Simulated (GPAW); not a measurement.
Wanted: an ASE script for a GPAW 26.7.0 run.

- Task: single point
- Functional: r2SCAN
- Potentials or basis: GPAW PAW data sets (gpaw-data 1.2.1)
- Cutoff: 450 eV
- Basis: pw
- k mesh: 6 × 6 × 6
- Occupations: fermi-dirac, width 0.05 eV
- Spin: no spin polarisation
- Maxiter: 120
- Convergence: default

The system is BiTe.

```
Bi Te
1.0
     2.42271    1.39875    3.31729
    -2.42271    1.39875    3.31729
     0.00000   -2.79750    3.31729
Bi Te
1 1
Direct
  0.50000 0.50000 0.50000
  0.00000 0.00000 0.00000
```

The cell comes from a database or a generator and needn't be the stable form of this composition.

The input as run:

run.py

```python
from ase import Atoms
from ase.dft.bandgap import bandgap
from ase.io import write
from ase.units import GPa
from gpaw import GPAW, PW

atoms = Atoms(['Bi', 'Te'],
              cell=[[2.4227077728, 1.3987509848, 3.3172919545],
                    [-2.4227077728, 1.3987509848, 3.3172919545],
                    [0.0, -2.7975019696, 3.3172919545]],
              scaled_positions=[[0.5, 0.5, 0.5],
                                [0.0, 0.0, 0.0]],
              pbc=True)

calc = GPAW(mode=PW(450),
            xc='MGGA_X_R2SCAN+MGGA_C_R2SCAN',
            kpts={'size': (6, 6, 6), 'gamma': True},
            occupations={'name': 'fermi-dirac', 'width': 0.05},
            nbands=20,
            maxiter=120,
            txt='gpaw.txt')
atoms.calc = calc
energy = atoms.get_potential_energy()
forces = atoms.get_forces()
stress = atoms.get_stress()
calc.write('gs.gpw')
write('result.traj', atoms)
print(f'Energy: {energy:.6f} eV')
print('Forces (eV/A):')
print(forces.round(4))
print('Stress (GPa):', (stress / GPa).round(3))
print('Fermi level:', round(calc.get_fermi_level(), 4), 'eV')
print(f'Gap: {bandgap(calc)[0]:.4f} eV, direct: {bandgap(calc, direct=True)[0]:.4f} eV')
```

Potentials or basis: GPAW PAW data sets (gpaw-data 1.2.1), pw.

Launch:

```sh
$ OMP_NUM_THREADS=1 python run.py
```

Results of the run:

- Pressure: -1.3 GPa
- Band gap on the k mesh: none (metal or under the smearing width)

Caveat: the cutoff is short for stress and forces, so pressures can be off by a GPa or more; the PAW data sets were made with another functional, which shifts forces and pressure a little; spin-orbit coupling is left out, which moves the levels of the heavy elements.

Wall time 50 s on 1 thread of Arm Neoverse V2, with other jobs on the host, peak memory 0.32 GiB.
